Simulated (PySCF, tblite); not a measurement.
# C₅H₉AlO: geometry, infrared bands and NMR shifts

Wanted: the infrared bands and NMR shifts of C₅H₉AlO (`CC[O][AlH][C]1=CC1`), by calculation.

Computed with tblite 0.8.0 and PySCF 2.14.0, with density-fitted response routines of our own, on a single molecule in the gas phase. Atoms are numbered from 0 throughout.

### Step 1. Starting geometry

16 atoms, charge 0, multiplicity 1; geometry from: force field or distance geometry start.

Bonds of the start (Å): C0–C1 1.50, C1–O2 1.39, O2–Al3 1.83, Al3–C4 1.99, C4–C5 1.35, C5–C6 1.49, C6–C4 1.50, C0–H7 1.13, C0–H8 1.11, C0–H9 1.11, C1–H10 1.12, C1–H11 1.11, Al3–H12 1.64, C5–H13 1.10, C6–H14 1.12, C6–H15 1.11.

### Step 2. Optimising the geometry with GFN2-xTB

Job settings and geometry (Å):

```
{"job": {"kind": "relax", "xc": "GFN2-xTB", "basis": "xTB"}, "charge": 0, "multiplicity": 1}
C     -3.222800     0.432000     0.164900
C     -2.100400    -0.564400     0.195900
O     -0.894200     0.122500     0.225400
Al     0.559700    -0.995600     0.262500
C      2.311800    -0.072800     0.121100
C      3.649500    -0.194600     0.035800
C      3.108900     1.188200    -0.006400
H     -3.684400     0.406900     1.201300
H     -2.769900     1.422700    -0.039100
H     -3.991000     0.155200    -0.589700
H     -2.173500    -1.160200    -0.747500
H     -2.166900    -1.262700     1.050100
H      0.536800    -2.128400     1.442500
H      4.538900    -0.847700     0.017200
H      3.028000     1.712200    -0.991300
H      3.261800     1.795600     0.913300
```

On the command line:

```console
$ OMP_NUM_THREADS=1 python probes_run.py task.json out
```

The driver reads the jobs from task.json and runs them one after another.

**Question.** This job is followed by: GFN2-xTB harmonic vibrations, gas phase; GIAO PBE0/pcSseg-1 NMR shielding, non-relativistic, gas phase. What will the session give for the following? strongest single infrared mode (GFN2-xTB); zero-point energy (GFN2-xTB); 13C shifts against TMS (PBE0/pcSseg-1); 1H shifts against TMS (PBE0/pcSseg-1, means over atoms taken as alike); 17O shifts against H2O (PBE0/pcSseg-1); 27Al shifts against AlH4- (PBE0/pcSseg-1).

**Answer**, as computed:

| quantity | value |
| --- | --- |
| strongest single infrared mode (GFN2-xTB) | 1879 cm⁻¹, 327 km/mol |
| zero-point energy (GFN2-xTB) | 76.3 kcal/mol |
| 13C shifts against TMS (PBE0/pcSseg-1) | 149.5, 127.0, 66.2, 23.7, 5.7 ppm |
| 1H shifts against TMS (PBE0/pcSseg-1, means over atoms taken as alike) | 8.57, 4.59, 4.45, 1.47, 0.75 ppm |
| 17O shifts against H2O (PBE0/pcSseg-1) | 87.8 ppm |
| 27Al shifts against AlH4- (PBE0/pcSseg-1) | 61.2 ppm |

What this shows: Relaxing lowered the energy by 1.760 eV in 163 steps; the close pair that moved most is O2–Al3, from 1.834 to 1.643 Å. All 42 modes are real, so the xTB geometry is a minimum. The strongest single mode, at 1879 cm⁻¹, moves mainly H12. GFN2-xTB is a fitted tight-binding method: band positions and strengths are rough. Its intensities can rank the bands wrongly. At PBE0/pcSseg-1: Shielding is most anisotropic at C5 (span 314 ppm, paramagnetic term -226 ppm).
